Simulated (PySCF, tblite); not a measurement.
# C₄H₇NS₂Si: geometry, infrared bands and NMR shifts

Aim: predict the infrared bands and NMR shifts of C₄H₇NS₂Si (`[SiH3]Nc1cscc1S`).

Programs: tblite 0.8.0 and PySCF 2.14.0, with density-fitted response routines of our own. Each step states its level of theory. These are calculated values for one molecule in the gas phase, unless marked as measured. Atoms count from 0, in the outputs and in this text.

**1. The starting structure**

15 atoms, charge 0, multiplicity 1; geometry from: force field or distance geometry start.

Bonds of the start (Å): Si0–N1 1.70, N1–C2 1.34, C2–C3 1.39, C3–S4 1.71, S4–C5 1.71, C5–C6 1.38, C6–S7 1.76, C6–C2 1.44, Si0–H8 1.48, Si0–H9 1.48, Si0–H10 1.48, N1–H11 1.03, C3–H12 1.07, C5–H13 1.07, S7–H14 1.35.

**2. Relaxing the molecule with GFN2-xTB**

The job: settings as JSON, then the geometry in Å.

```
{"job": {"kind": "relax", "xc": "GFN2-xTB", "basis": "xTB"}, "charge": 0, "multiplicity": 1}
Si     2.597300    -0.523800     0.262600
N      0.915000    -0.655300     0.099000
C     -0.102800     0.211100    -0.047400
C      0.003500     1.589900    -0.196500
S     -1.515200     2.354000    -0.361700
C     -2.351700     0.863400    -0.270600
C     -1.483200    -0.192000    -0.103600
S     -2.000500    -1.868200     0.046000
H      3.176700    -1.831200    -0.112300
H      2.897400    -0.216000     1.681700
H      3.072300     0.553100    -0.632900
H      0.643100    -1.638500     0.208800
H      0.896400     2.185700    -0.185200
H     -3.420900     0.848100    -0.340700
H     -3.331800    -1.672300    -0.069100
```

Run with:

```console
$ OMP_NUM_THREADS=1 python probes_run.py task.json out
```

This one command runs all jobs of the session in turn.

**Question.** This job is followed by: GFN2-xTB harmonic vibrations, gas phase; GIAO PBE0/pcSseg-1 NMR shielding, non-relativistic, gas phase. What will the session give for the following? strongest single infrared mode (GFN2-xTB); zero-point energy (GFN2-xTB); ¹³C shifts against TMS (PBE0/pcSseg-1); ¹H shifts against TMS (PBE0/pcSseg-1, means over atoms taken as alike); ²⁹Si shifts against TMS (PBE0/pcSseg-1); ¹⁵N shifts against NH3 (PBE0/pcSseg-1); ³³S shifts against CS2 (PBE0/pcSseg-1).

**Answer**, as computed:

| quantity | value |
| --- | --- |
| strongest single infrared mode (GFN2-xTB) | 2229 cm⁻¹, 384 km/mol |
| zero-point energy (GFN2-xTB) | 58.7 kcal/mol |
| ¹³C shifts against TMS (PBE0/pcSseg-1) | 146.5, 123.2, 123.1, 102.7 ppm |
| ¹H shifts against TMS (PBE0/pcSseg-1, means over atoms taken as alike) | 6.56, 5.84, 4.80, 3.91, 2.97 ppm |
| ²⁹Si shifts against TMS (PBE0/pcSseg-1) | -63.6 ppm |
| ¹⁵N shifts against NH3 (PBE0/pcSseg-1) | 53.8 ppm |
| ³³S shifts against CS2 (PBE0/pcSseg-1) | 187, -48 ppm |

In words: Relaxing lowered the energy by 0.172 eV in 70 steps; the close pair that moved most is Si0–N1, from 1.695 to 1.729 Å. All 39 modes are real, so the xTB geometry is a minimum. The strongest single mode, at 2229 cm⁻¹, moves mainly H9 and H10. Unscaled tight-binding wavenumbers are off by several per cent, some by more. Its intensities can rank the bands wrongly. At PBE0/pcSseg-1: Shielding is most anisotropic at S7 (span 509 ppm, paramagnetic term -504 ppm). NICS(1)zz of -22 ppm above the planar ring from C2 marks a diatropic (aromatic) ring current.
